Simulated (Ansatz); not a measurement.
**GaHO (singlet): the correlation ladder at a displaced geometry (v1), cc-pVTZ**

One table from this session's results is given with a row withheld; the runs are named, their logs left out.

Program: Ansatz 0.2.0, Gaussian basis. Level of theory: cc-pVTZ, core rule «outside noble gas», up to 15 orbitals frozen. These are calculated values, not measurements.

The runs, in order: UHF; CCSD(T) on RHF; BCCD(T) on RHF; CCSDT(Q) on RHF.

12 further runs of the same task are left out: 3 for a known fault of the program, 2 that didn't finish, 7 set aside as unsound or not needed.

## What is computed

The geometry is a PBE0/def2-TZVP stationary point (not a proven minimum) with its atoms shifted at random (size 0.040 Å). No spin-orbit coupling is included. The filled d shell of Ga may be among the frozen orbitals whatever the setting's name suggests; the logs give the count.

3 atoms, charge 0, spin multiplicity 1.

Atoms are counted from 1 here; the program's logs count them from 0.

Bond lengths: O1–Ga2 1.650 Å, Ga2–H3 1.568 Å. Angles: O1–Ga2–H3 176.7°.

The first run:

File in.yaml:

```yaml
crystal:
  periodic: [false, false, false]
  atoms:
    - {symbol: O, position_ang: [-0.015433, -0.009008, 1.622240]}
    - {symbol: Ga, position_ang: [-0.016266, -0.025151, -0.027913]}
    - {symbol: H, position_ang: [0.031698, 0.034159, -1.594327]}
basis:
  gaussian: {orbitals: cc-pVTZ}
magnetization: {spin_polarized: true, initial_magnetization: 0}
hamiltonian: {xc: hf}
output: {orbitals: {seedname: orbitals}}
```

The run is started by

```
ansatz run in.yaml --threads 1 --pin off --events-out ev --progress --plain --max-ram 2393MiB
```

Among the steps run: UHF; CCSD(T) on RHF; BCCD(T) on RHF; CCSDT(Q) on RHF.

One of the session's tables, all rows but one given; the rest of the session is left out.

It belongs to the step «Misses and costs». 

```
   method  from RCCSDT(Q) (kJ/mol)
      RHF                   +918.7
     RMP2                    +37.1
    RCCSD                    +52.9
 RCCSD(T)                     +5.8
  BCCD(T)                        ?
   RCCSDT                     +5.4
RCCSDT(Q)                        0
```

Estimate the missing values for BCCD(T).

The run gave: from RCCSDT(Q) (kJ/mol): +4.9. In the column «from RCCSDT(Q) (kJ/mol)» it lies between RCCSDT(Q) (0) and RCCSDT (+5.4).
